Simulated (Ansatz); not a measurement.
# BClH5OSbSi: the cost of one run

All numbers below are computed with Ansatz 0.2.0 (RHF/def2-SVP).

1 further run of the same task is left out (it didn't finish).

### Step 1. The structure to begin with

Bond lengths: Cl1–Si2 2.048 Å, Si2–O3 1.701 Å, O3–B4 1.560 Å, B4–Sb5 2.242 Å, Si2–H6 1.475 Å, Si2–H7 1.493 Å, B4–H8 1.156 Å, Sb5–H9 1.769 Å, Sb5–H10 1.771 Å. Angles: Cl1–Si2–O3 107.2°, Cl1–Si2–H6 109.9°, Cl1–Si2–H7 110.1°, O3–Si2–H6 110.5°, O3–Si2–H7 110.3°, H6–Si2–H7 108.9°, Si2–O3–B4 105.4°, O3–B4–Sb5 116.6°, O3–B4–H8 120.6°, Sb5–B4–H8 122.6°, B4–Sb5–H9 88.0°, B4–Sb5–H10 88.7°, H9–Sb5–H10 92.8°.

Structure file:

```xyz
10

Cl   -3.3972    0.8477    1.2322
Si   -1.4696    0.8706    0.5399
O    -0.7759   -0.6321    0.9336
B     0.6983   -0.5532    0.4309
Sb    1.1082   -1.3724   -1.6156
H    -1.4636    1.0753   -0.9210
H    -0.7049    1.9789    1.1858
H     1.5341   -0.1458    1.1185
H     2.0364    0.0960   -1.9495
H     2.5173   -2.2161   -0.9518
```

### Step 2. Relaxing end A

File input.yaml:

```yaml
crystal:
  periodic: [false, false, false]
  atoms:
    - { symbol: Cl, position_ang: [-3.3972, 0.8477, 1.2322] }
    - { symbol: Si, position_ang: [-1.4696, 0.8706, 0.5399] }
    - { symbol: O, position_ang: [-0.7759, -0.6321, 0.9336] }
    - { symbol: B, position_ang: [0.6983, -0.5532, 0.4309] }
    - { symbol: Sb, position_ang: [1.1082, -1.3724, -1.6156] }
    - { symbol: H, position_ang: [-1.4636, 1.0753, -0.921] }
    - { symbol: H, position_ang: [-0.7049, 1.9789, 1.1858] }
    - { symbol: H, position_ang: [1.5341, -0.1458, 1.1185] }
    - { symbol: H, position_ang: [2.0364, 0.096, -1.9495] }
    - { symbol: H, position_ang: [2.5173, -2.2161, -0.9518] }
basis:
  gaussian: { orbitals: def2-SVP }
hamiltonian:
  xc: hf
relax:
  f_tol: 0.02
  max_steps: 50
```

Command:

```bash
$ ansatz run input.yaml --threads 2 --pin off --max-ram 3072MiB --backend cpu --events-out ev --progress --plain --runs-dir out
```

**Question.** How long does this run take on 2 threads of Intel Xeon 6975P-C (Granite Rapids), shared host, and how much memory does it need?

About 49 s, with a peak of 0.29 GiB.
